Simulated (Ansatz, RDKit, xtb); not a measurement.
# Isomers of C4H5NO2, a sample narrowed down

A sample of isomers of C4H5NO2 is drawn. Aim: find which of them has the lowest free energy at 298.15 K, then its properties. The sample is small against all isomers, and the most stable one of this formula need not be in it.

The funnel: GFN2-xTB relaxations, single points with a density functional, relaxations at PBE-D3(BJ)/def2-SVP, harmonic vibrations (at GFN2-xTB), and a last energy at a higher level. All values are calculated.

### 1 Drawing up candidates

Isomers were taken from a list of plausible structures; this is a sample, not all of them. That gives 3 candidates.

| label | SMILES | spin |
| --- | --- | --- |
| c043 | CC1=NOC(=O)C1 | singlet |
| c193 | Cc1cc(O)on1 | singlet |
| c363 | Cc1cc(=O)o[nH]1 | singlet |

Candidates are built by distance geometry, with a force field where one applies, in up to four conformers (letters a to d).

**Question.** With final energies at CCSD(T)/def2-SVP + MP2/def2-TZVPP - MP2/def2-SVP, which structure will this search put lowest in free energy, and by what margin?

| quantity | value |
| --- | --- |
| lowest structure found | CC1=NOC(=O)C1, singlet |
| next finalist | Cc1cc(=O)o[nH]1, singlet, 6.4 kcal/mol higher in G |
| share at equilibrium, among the finalists | 100.0 % |

The search ends on `CC1=NOC(=O)C1`. The margin of 6.4 kcal/mol over the next finalist is beyond the usual error of the last level; it says nothing of structures that weren't ranked. GFN2-xTB, HF/STO-3G, r2SCAN-D4/def2-SVP, PBE-D3(BJ)/def2-SVP, HF/def2-SVP and MP2/def2-SVP already put its bonding pattern lowest among the structures in one piece. Lowest found is not proven lowest: the search is finite, and each finalist counts with one conformer. Only 3 drawn patterns were tried, so whole families of isomers are missing, and the result ranks this sample alone.
